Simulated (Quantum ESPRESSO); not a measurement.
Cu:

```
Cu
1.0
    -1.67500    1.67500    1.67500
     1.67500   -1.67500    1.67500
     1.67500    1.67500   -1.67500
Cu
1
Cartesian
  0.0000 0.0000 0.0000
```

The cell was built by a generator and needn't be a form met in nature.

Base run:

| Quantity | Value |
| --- | --- |
| Program | Quantum ESPRESSO 7.5 |
| Functional | LDA |
| Potentials or basis | GBRV 1.5 LDA |
| Cutoff | 762 eV |
| Density cutoff | 6095 eV |
| k mesh | 18 × 18 × 18 |
| Occupations | methfessel-paxton, width 0.1 eV |
| Spin | no spin polarisation |

Its results: band gap on the k mesh none (metal or under the smearing width); pressure -25.8 GPa.

Problem. The run is repeated on the same cell with these changes: functional from LDA to PBEsol; potentials or basis from GBRV 1.5 LDA to GBRV 1.5 PBEsol. What comes out?

Solution. Band gap on the k mesh none (metal or under the smearing width); pressure -23.4 GPa.

Caveats: so large a pressure means that the cell lies far from this level's equilibrium, or that cutoff or potentials fall short.

Not every run made on this cell is shown here.
